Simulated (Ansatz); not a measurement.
**C₂H₁₁BOSi: up Jacob's ladder to CCSD(T)**

How much do the methods differ for C₂H₁₁BOSi? The plan is to run it at one geometry with functionals of several rungs and with coupled cluster. The yardstick is the atomisation energy at the CCSD(T) limit.

Computed with Ansatz 0.2.0, Gaussian basis. Level: functionals in def2-TZVPP, the program's frozen cores in correlated methods.

Plan: LDA (SPW92), PBE-D4, revPBE-D4, BLYP-D4, r2SCAN-D4, B97M-V, PBE0-D4, B3LYP-D4, r2SCANh-D4, r2SCAN0-D4, HSE06-D4, BHLYP-D4, CAM-B3LYP-D4, LC-ωPBE, ωB97X-V, ωB97M-V, B2PLYP, PBE-QIDH; CCSD(T)/def2-SVP; CCSD(T)/def2-TZVPP; MP2/def2-QZVPP; extrapolation to the limit; RPA on PBE.

### Step 1. The geometry

All runs share one geometry, relaxed beforehand with PBE0-D4 in a triple-zeta def2 set.

SMILES `C[BH-](C)[OH+][SiH3]`, 16 atoms, charge 0, spin multiplicity 1.

Atoms are counted from 1 here; the program's logs count them from 0.

Bond lengths: C1–B2 1.589 Å, C1–H6 1.094 Å, C1–H7 1.097 Å, C1–H8 1.096 Å, B2–C3 1.595 Å, B2–O4 1.716 Å, B2–H9 1.229 Å, C3–H10 1.095 Å, C3–H11 1.096 Å, C3–H12 1.099 Å, O4–Si5 1.696 Å, O4–H13 0.962 Å, Si5–H14 1.477 Å, Si5–H15 1.473 Å, Si5–H16 1.488 Å. Angles: B2–C1–H6 113.3°, B2–C1–H7 112.7°, B2–C1–H8 109.5°, H6–C1–H7 107.7°, H6–C1–H8 106.7°, H7–C1–H8 106.5°, C1–B2–C3 118.2°, C1–B2–O4 105.7°, C1–B2–H9 114.3°, C3–B2–O4 104.6°, C3–B2–H9 113.9°, O4–B2–H9 96.7°, B2–C3–H10 109.5°, B2–C3–H11 114.1°, B2–C3–H12 112.6°, H10–C3–H11 106.3°, H10–C3–H12 105.9°, H11–C3–H12 107.9° and more.

### Step 2. LDA

This LDA is Slater exchange with PW92 correlation.

Contents of in.yaml:

```yaml
crystal:
  periodic: [false, false, false]
  atoms:
    - {symbol: C, position_ang: [1.330555, 1.427531, 0.203103]}
    - {symbol: B, position_ang: [0.576552, 0.031151, 0.118914]}
    - {symbol: C, position_ang: [1.017789, -0.996568, -1.018486]}
    - {symbol: O, position_ang: [-1.057087, 0.407226, -0.246546]}
    - {symbol: Si, position_ang: [-2.046754, -0.427449, 0.849202]}
    - {symbol: H, position_ang: [0.879383, 2.121326, 0.918869]}
    - {symbol: H, position_ang: [1.385721, 1.936891, -0.766595]}
    - {symbol: H, position_ang: [2.364334, 1.266542, 0.528701]}
    - {symbol: H, position_ang: [0.362900, -0.494139, 1.209816]}
    - {symbol: H, position_ang: [2.040148, -1.338513, -0.826398]}
    - {symbol: H, position_ang: [0.396716, -1.897967, -1.072484]}
    - {symbol: H, position_ang: [1.036437, -0.538930, -2.017001]}
    - {symbol: H, position_ang: [-1.255006, 0.352655, -1.186267]}
    - {symbol: H, position_ang: [-1.733224, -1.870877, 0.873669]}
    - {symbol: H, position_ang: [-1.900051, 0.228097, 2.160219]}
    - {symbol: H, position_ang: [-3.421314, -0.229474, 0.315584]}
basis:
  gaussian: {orbitals: def2-TZVPP}
hamiltonian: {xc: lda}
output: {orbitals: {seedname: orbitals}}
```

On the command line:

```
$ ansatz run in.yaml --threads 4 --pin off --events-out ev --progress --plain --max-ram 11315MiB
```

The runs that follow: PBE-D4 (GGA); revPBE-D4 (GGA); BLYP-D4 (GGA); r2SCAN-D4 (meta-GGA); B97M-V (meta-GGA); PBE0-D4 (hybrid); B3LYP-D4 (hybrid); r2SCANh-D4 (hybrid); r2SCAN0-D4 (hybrid); HSE06-D4 (hybrid); BHLYP-D4 (hybrid); CAM-B3LYP-D4 (range-separated); LC-ωPBE (range-separated); ωB97X-V (range-separated); ωB97M-V (range-separated); B2PLYP (double hybrid); PBE-QIDH (double hybrid); CCSD(T) in def2-SVP; CCSD(T) in def2-TZVPP; MP2 in def2-QZVPP; RPA on PBE orbitals.

Before running them: what should the planned runs give, taken together? Wanted: atomisation energy, CCSD(T)/CBS; farthest beyond LDA; mean size of error, GGA; mean size of error, meta-GGA; mean size of error, hybrid; mean size of error, range-separated; mean size of error, double hybrid; gap, smallest and largest; T1 diagnostic.

**Answer**, as computed:

```
                               quantity                                                                                 value
        atomisation energy, CCSD(T)/CBS                                                                       1365.6 kcal/mol
functionals within 6.8 kcal/mol (0.5 %)  PBE-D4, r2SCAN-D4, B97M-V, PBE0-D4, B3LYP-D4, r2SCANh-D4, HSE06-D4, ωB97X-V, ωB97M-V
                    farthest beyond LDA                                                             BHLYP-D4 (-23.9 kcal/mol)
                mean size of error, GGA                                                                         11.8 kcal/mol
           mean size of error, meta-GGA                                                                          2.1 kcal/mol
             mean size of error, hybrid                                                                          7.7 kcal/mol
    mean size of error, range-separated                                                                          5.7 kcal/mol
      mean size of error, double hybrid                                                                         12.2 kcal/mol
              gap, smallest and largest                                             4.94 eV (LDA (SPW92)), 12.25 eV (LC-ωPBE)
                          T1 diagnostic                                                                                0.0102
triples share of the correlation energy                                                                                 3.4 %
```

**Reading.** The LDA atomisation energy is off by 165.9 kcal/mol (12 %): it overbinds. PBE-D4 misses by +6.6 kcal/mol. Double hybrids carry the basis error of their MP2 part in triple zeta, and no dispersion term here, so their miss is partly the set-up's. The rungs meta-GGA, range-separated miss on average by less than the doubt on the reference (6.8 kcal/mol), so they tie. Misses under about 6.8 kcal/mol are within the doubt on the reference itself, which lacks core-valence correlation, relativity and higher excitations. Hartree-Fock recovers 76 % of the binding; the rest is correlation. CCSD(T) in def2-SVP is off by -65.6 kcal/mol, so the small basis spoils what the method gains. The gap grows from 4.9 to 12.3 eV across the functionals, mostly with the share of exact exchange.
